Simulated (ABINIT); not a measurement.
The system is SiC2.

```
Si C
1.0
     2.46491    0.00000    0.00000
    -1.23245    2.13467    0.00000
     0.00000    0.00000    7.12745
Si C
1 2
Direct
  0.00000 0.00000 0.00000
  0.33333 0.66667 0.50000
  0.66667 0.33333 0.50000
```

The cell was built by a generator and needn't be a form met in nature.

* Program: ABINIT 10.8.3 (patched build)
* Task: single point
* Functional: PBE
* Potentials or basis: JTH PAW PBE v2.0
* Cutoff: 517 eV
* k mesh: 12 × 12 × 4
* Occupations: fermi-dirac, width 0.05 eV
* Spin: no spin polarisation

On this cell: pressure 1.2 GPa; largest force under 0.003 eV/Å; band gap on the k mesh none (metal or under the smearing width).

The same run follows on a disturbed copy (atoms moved at random, drawn with an rms of 0.05 Å):

```xyz
3
Lattice="2.4649 0.0000 0.0000 -1.2325 2.1347 0.0000 0.0000 0.0000 7.1274" Properties=species:S:1:pos:R:3 pbc="T T T"
Si    0.0185    0.0013    0.0143
C    -0.0020    1.4660    3.5642
C     1.2122    0.6990    3.5657
```

Q: What changes?

A: The energy (extrapolated to zero smearing) moves by +30.6 meV/atom; pressure 1.9 GPa; largest force 3.235 eV/Å; band gap on the k mesh none (metal or under the smearing width).

Forces in eV/Å, atoms in the order of the input:
```
Si   0.004  0.000 -0.010
C   -0.840 -3.124  0.028
C    0.835  3.124 -0.018
```

Stress tensor (GPa, compression positive):
```
-1.63 -0.76  0.00
-0.76  3.92  0.02
 0.00  0.02  3.38
```

Caveats: the atomic spheres overlap; this functional lacks dispersion, which binds the layers, so the pressure and a relaxed spacing across them are unreliable (some runs).
